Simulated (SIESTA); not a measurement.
# TePb3 under changes of volume

One of the cells (32.243 Å³/atom); the others are scaled copies at fixed shape and fractional positions:

```
Pb Te
1.0
     7.06731    0.00000    0.00000
    -3.53365    6.12047    0.00000
     0.00000    0.00000    5.96324
Pb Te
6 2
Direct
  0.16741 0.33482 0.25000
  0.16741 0.83259 0.25000
  0.66518 0.83259 0.25000
  0.83259 0.66518 0.75000
  0.83259 0.16741 0.75000
  0.33482 0.16741 0.75000
  0.33333 0.66667 0.75000
  0.66667 0.33333 0.25000
```

The cell comes from a database or a generator and needn't be the stable form of this composition.

| Item | Value |
| --- | --- |
| Program | SIESTA 5.4.2 |
| Functional | LDA |
| Potentials or basis | PseudoDojo 0.4 standard (LDA files) |
| Basis | DZP (energy shift 0.003 Ry; two zetas on semicore shells) |
| Grid cutoff | 500 Ry |
| Energy shift | 0.003 Ry |
| k mesh | 4 × 4 × 4 |
| Occupations | fermi-dirac, width 0.05 eV |
| Spin | no spin polarisation |

| volume (Å³/atom) | energy over the lowest point (meV/atom) | pressure (GPa) | largest force (eV/Å) |
| --- | --- | --- | --- |
| 30.308 | 0.00 | -1.4 | 0.044 |
| 30.953 | 7.32 | -2.3 | 0.042 |
| 31.598 | 18.09 | -3.1 | 0.042 |
| 32.243 | ? | ? | ? |
| 32.887 | 48.52 | -4.4 | 0.041 |
| 33.532 | 67.50 | -5.0 | 0.040 |
| 34.177 | 88.59 | -5.4 | 0.042 |

Problem. What does the run at 32.243 Å³/atom give?

Solution. Energy over the lowest point 31.94 meV/atom; pressure -3.8 GPa; largest force 0.040 eV/Å.

Worked out: A Birch-Murnaghan fit of order 3 (a polynomial in V^(-2/3)) to the other rows has its minimum at 29.49 Å³/atom, just outside them, with B0 = V·E''(V) = 52 GPa and B' = 4.7 at fixed shape and positions, which overstates the stiffness. It gives 31.96 meV/atom at 32.243 Å³/atom, against the run's 31.94, and -dE/dV = -3.8 GPa, against -3.8.

Energies are extrapolated to zero smearing.

Caveats: the basis of atomic orbitals isn't converged, which shifts pressures, moduli and gaps.
